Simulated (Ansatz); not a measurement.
# Zr2GeW2: the cost of one run

Method: DFT PBE, scalar-relativistic, plane waves, PAW, in Ansatz 0.2.0.

## 1. The system as given

It takes space group I4/mmm (No. 139, tetragonal). Conventional cell: a = 3.635 Å, b = 3.635 Å, c = 12.243 Å, α = 90.00°, β = 90.00°, γ = 90.00°. Zr (site symmetry -4m2) is surrounded by 4 W at 2.26 Å and 4 Zr at 2.57 Å. Ge (site symmetry 4/mmm) is surrounded by 8 W at 3.09 Å. W (site symmetry 4mm) has 4 Zr at 2.26 Å as nearest neighbours.

Structure file:

```cif
data_structure
_symmetry_space_group_name_H-M 'P 1'
_symmetry_Int_Tables_number 1
_cell_length_a 6.6393
_cell_length_b 6.6393
_cell_length_c 6.6393
_cell_angle_alpha 148.221
_cell_angle_beta 148.221
_cell_angle_gamma 45.559
_cell_volume 80.90
loop_
_atom_site_label
_atom_site_type_symbol
_atom_site_fract_x
_atom_site_fract_y
_atom_site_fract_z
_atom_site_occupancy
Zr1 Zr 0.75000 0.25000 0.50000 1
Zr2 Zr 0.25000 0.75000 0.50000 1
Ge1 Ge 0.00000 0.00000 0.00000 1
W1 W 0.36000 0.36000 0.00000 1
W2 W 0.64000 0.64000 0.00000 1
```

Recipe of the guess: species swapped into a database cell of TlNi2S2 (I4/mmm, No. 139), with Ge on the Tl sites, Zr on the Ni sites and W on the S sites. The dimensions are guesses.

## 2. The guess as it stands, on a coarse mesh

Input file input.yaml:

```yaml
crystal:
  lattice:
    - [-1.81772977, 1.81772977, 6.12141604]
    - [1.81772977, -1.81772977, 6.12141604]
    - [1.81772977, 1.81772977, -6.12141604]
  atoms:
    - { symbol: Zr, position: [0.75, 0.25, 0.5] }
    - { symbol: Zr, position: [0.25, 0.75, 0.5] }
    - { symbol: Ge, position: [0.0, 0.0, 0.0] }
    - { symbol: W, position: [0.36000001, 0.36000001, 0.0] }
    - { symbol: W, position: [0.63999999, 0.63999999, 0.0] }
basis:
  ecutwfc: 420
kpoints:
  mp_grid: { grid: [6, 6, 6] }
hamiltonian:
  xc: pbe
scf:
  occupations: { method: gaussian, width: 0.1 }
  lower_state_search: "off"
output:
  forces: true
  stress: true
  eigenvalues: true
```

Launch:

```
$ ansatz run input.yaml --threads 1 --pin off --max-ram 2560MiB --backend cpu --events-out ev --progress --plain --runs-dir out
```

**Question.** How long does this run take on 1 thread of Arm Neoverse V1, shared host, and how much memory does it need?

About 6.1 s, with a peak of 0.4 GiB.
